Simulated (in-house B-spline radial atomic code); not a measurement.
# Sm³⁶⁺: excited configurations in jj coupling

Wanted: excitation energies of Sm³⁶⁺ as differences of total energies (ΔSCF).

Program: in-house B-spline radial atomic code version 1. Level of theory: Dirac-Hartree-Fock, average of configuration, Fermi nucleus, basis-set limit. These are calculated values, not measurements, unless marked.

## Step 1: The atom as given

| Property | Result |
| --- | --- |
| element | samarium (Z = 62) |
| charge | +36 |
| electrons | 26 |
| configuration | 1s2 2s2 2p6 3s2 3p6 3d-4 3d+4 |
| Hamiltonian | Dirac-Coulomb |
| nucleus | Fermi, rms radius 5.082 fm |

In configurations, a minus sign after the shell means j = l − 1/2 and a plus sign j = l + 1/2; the count of electrons follows.

Settings of the run:

```ini
Z = 62
electrons = 26.0
configuration = 1s2 2s2 2p6 3s2 3p6 3d-4 3d+4
hamiltonian = dirac
method = hf
spin_polarised = False
nucleus = fermi
rms_radius = 5.0819
mass_number = 152
atomic_mass = 151.919738646
speed_of_light = 137.035999084
```

The reference is known from an earlier run: -9595.075259 hartree in all. Up to eight levels, counted from the top:

| orbital | occupation | energy (eV) | <r> (bohr) |
| --- | --- | --- | --- |
| 2s1/2 | 2 | -9387.88 | 0.09604 |
| 2p1/2 | 2 | -8974.92 | 0.08052 |
| 2p3/2 | 4 | -8360.39 | 0.08697 |
| 3s1/2 | 2 | -3199.11 | 0.2464 |
| 3p1/2 | 2 | -3028.00 | 0.2355 |
| 3p3/2 | 4 | -2885.04 | 0.2468 |
| 3d3/2 | 4 | -2607.99 | 0.2172 |
| 3d5/2 | 4 | -2576.59 | 0.2207 |

## Step 2: 1s2 2s2 2p6 3s2 3p6 3d-1 3d+6 7g+1

Settings of the run:

```ini
Z = 62
electrons = 26.0
configuration = 1s2 2s2 2p6 3s2 3p6 3d-1 3d+6 7g+1
hamiltonian = dirac
method = hf
spin_polarised = False
nucleus = fermi
rms_radius = 5.0819
mass_number = 152
atomic_mass = 151.919738646
speed_of_light = 137.035999084
```

## Step 3: 1s2 2s2 2p6 3s2 3p-2 3p+3 3d-4 3d+4 4f-1

Changes to the settings of step 2:

```diff
@@ -2,3 +2,3 @@
 electrons = 26.0
-configuration = 1s2 2s2 2p6 3s2 3p6 3d-1 3d+6 7g+1
+configuration = 1s2 2s2 2p6 3s2 3p-2 3p+3 3d-4 3d+4 4f-1
 hamiltonian = dirac
```

## Step 4: Run with 1s2 2s2 2p6 3s2 3p6 3d-2 3d+5 4p+1

Changes to the settings of step 3:

```diff
@@ -2,3 +2,3 @@
 electrons = 26.0
-configuration = 1s2 2s2 2p6 3s2 3p-2 3p+3 3d-4 3d+4 4f-1
+configuration = 1s2 2s2 2p6 3s2 3p6 3d-2 3d+5 4p+1
 hamiltonian = dirac
```

## Step 5: Configuration 1s2 2s2 2p6 3s2 3p-1 3p+4 3d-3 3d+5 6p+1

Changes to the settings of step 4:

```diff
@@ -2,3 +2,3 @@
 electrons = 26.0
-configuration = 1s2 2s2 2p6 3s2 3p6 3d-2 3d+5 4p+1
+configuration = 1s2 2s2 2p6 3s2 3p-1 3p+4 3d-3 3d+5 6p+1
 hamiltonian = dirac
```

## Step 6: Run with 1s2 2s2 2p6 3s2 3p-2 3p+3 3d-3 3d+5 7s1

Changes to the settings of step 5:

```diff
@@ -2,3 +2,3 @@
 electrons = 26.0
-configuration = 1s2 2s2 2p6 3s2 3p-1 3p+4 3d-3 3d+5 6p+1
+configuration = 1s2 2s2 2p6 3s2 3p-2 3p+3 3d-3 3d+5 7s1
 hamiltonian = dirac
```

## Step 7: Run with 1s2 2s2 2p6 3s2 3p6 3d-2 3d+6

Changes to the settings of step 6:

```diff
@@ -2,3 +2,3 @@
 electrons = 26.0
-configuration = 1s2 2s2 2p6 3s2 3p-2 3p+3 3d-3 3d+5 7s1
+configuration = 1s2 2s2 2p6 3s2 3p6 3d-2 3d+6
 hamiltonian = dirac
```

**Question.** How far above the reference does each configuration lie (order and size, in eV)?

The runs gave:

| net move | configuration | energy above the reference (eV) | with Breit, QED, recoil (eV) | largest <r> (bohr) |
| --- | --- | --- | --- | --- |
| 2×3d3/2 → 2×3d5/2 | 1s2 2s2 2p6 3s2 3p6 3d-2 3d+6 | 57.420 | 56.234 | 0.246 |
| 2×3d3/2 → 3d5/2, 4p3/2 | 1s2 2s2 2p6 3s2 3p6 3d-2 3d+5 4p+1 | 1187.59 | 1185.98 | 0.502 |
| 3p3/2 → 4f5/2 | 1s2 2s2 2p6 3s2 3p-2 3p+3 3d-4 3d+4 4f-1 | 1664.73 | 1661.98 | 0.449 |
| 3×3d3/2 → 2×3d5/2, 7g9/2 | 1s2 2s2 2p6 3s2 3p6 3d-1 3d+6 7g+1 | 2278.46 | 2275.56 | 1.70 |
| 3d3/2, 3p1/2 → 3d5/2, 6p3/2 | 1s2 2s2 2p6 3s2 3p-1 3p+4 3d-3 3d+5 6p+1 | 2456.03 | 2451.04 | 1.25 |
| 3d3/2, 3p3/2 → 3d5/2, 7s | 1s2 2s2 2p6 3s2 3p-2 3p+3 3d-3 3d+5 7s1 | 2471.52 | 2468.02 | 1.70 |

What this shows: At the bottom stands 2×3d3/2 → 2×3d5/2 (57.420 eV), at the top 3d3/2, 3p3/2 → 3d5/2, 7s (2471.52 eV). These are averages over configurations, without correlation, not spectroscopic levels.
